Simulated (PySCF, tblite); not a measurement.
**C₆H₁₂O₂Si: geometry, infrared bands and NMR shifts**

What infrared bands and NMR shifts should C₆H₁₂O₂Si (`C=C1CO[C@@H](CO)C[SiH2]1`) show?

Computed with tblite 0.8.0 and PySCF 2.14.0, with density-fitted response routines of our own, on a single molecule in the gas phase. Atoms count from 0, in the outputs and in this text.

## 1. Starting geometry

21 atoms, charge 0, multiplicity 1; geometry from: force field or distance geometry start.

Bonds of the start (Å): C0–C1 1.33, C1–C2 1.52, C2–O3 1.41, O3–C4 1.45, C4–C5 1.52, C5–O6 1.43, C4–C7 1.52, C7–Si8 1.88, Si8–C1 1.87, C0–H9 1.09, C0–H10 1.10, C2–H11 1.09, C2–H12 1.11, C4–H13 1.11, C5–H14 1.09, C5–H15 1.11, O6–H16 0.98, C7–H17 1.10, C7–H18 1.10, Si8–H19 1.48, Si8–H20 1.48.

## 2. Relaxing the molecule with GFN2-xTB

Job settings and geometry (Å):

```
{"job": {"kind": "relax", "xc": "GFN2-xTB", "basis": "xTB"}, "charge": 0, "multiplicity": 1}
C     -2.948700     0.877300    -0.791500
C     -1.676900     0.492200    -0.815000
C     -0.503100     1.417400    -0.556800
O      0.346600     0.945000     0.471300
C      1.169800    -0.177000     0.078600
C      2.295800    -0.294300     1.099000
O      3.061700     0.917600     1.108300
C      0.347200    -1.457500     0.038900
Si    -1.133300    -1.278800    -1.101600
H     -3.233000     1.914200    -0.596800
H     -3.782300     0.186800    -0.960300
H      0.059200     1.596500    -1.475700
H     -0.884000     2.400100    -0.216500
H      1.619900     0.055000    -0.909000
H      2.971500    -1.112100     0.862200
H      1.902500    -0.438700     2.124500
H      2.401300     1.631000     1.212700
H      0.955400    -2.317700    -0.277700
H     -0.044500    -1.676600     1.044200
H     -2.209700    -2.241000    -0.762700
H     -0.724200    -1.422100    -2.514400
```

Started as:

```sh
> OMP_NUM_THREADS=1 python probes_run.py task.json out
```

One launch serves the whole session: the jobs run in the order shown.

**Question.** This job is followed by: GFN2-xTB harmonic vibrations, gas phase; GIAO PBE0/pcSseg-1 NMR shielding, non-relativistic, gas phase. Predict these results of the whole session: strongest single infrared mode (GFN2-xTB); zero-point energy (GFN2-xTB); 13C shifts against TMS (PBE0/pcSseg-1); 1H shifts against TMS (PBE0/pcSseg-1); 17O shifts against H2O (PBE0/pcSseg-1); 29Si shifts against TMS (PBE0/pcSseg-1).

**Answer**, as computed:

| quantity | value |
| --- | --- |
| strongest single infrared mode (GFN2-xTB) | 2271 cm⁻¹, 330 km/mol |
| zero-point energy (GFN2-xTB) | 104.3 kcal/mol |
| 13C shifts against TMS (PBE0/pcSseg-1) | 149.8, 133.9, 82.8, 81.6, 74.4, 13.6 ppm |
| 1H shifts against TMS (PBE0/pcSseg-1) | 6.03, 5.77, 4.62, 4.57, 4.43, 4.37, 3.81, 3.68, 3.43, 1.85, 0.78, 0.63 ppm |
| 17O shifts against H2O (PBE0/pcSseg-1) | 69.2, 29.9 ppm |
| 29Si shifts against TMS (PBE0/pcSseg-1) | -55.2 ppm |

What this shows: Relaxing lowered the energy by 0.125 eV in 44 steps; the close pair that moved most is C5–O6, from 1.434 to 1.402 Å. All 57 modes are real, so the xTB geometry is a minimum. The strongest single mode, at 2271 cm⁻¹, moves mainly H19. Unscaled tight-binding wavenumbers are off by several per cent, some by more. Its intensities can rank the bands wrongly. C1 (fully substituted alkene carbon) lies farthest downfield among carbon, at 149.8 ppm; an sp2 carbon of a C=C bond. At PBE0/pcSseg-1: The widest tensor belongs to C1: span 258 ppm, with a paramagnetic part of -229 ppm.
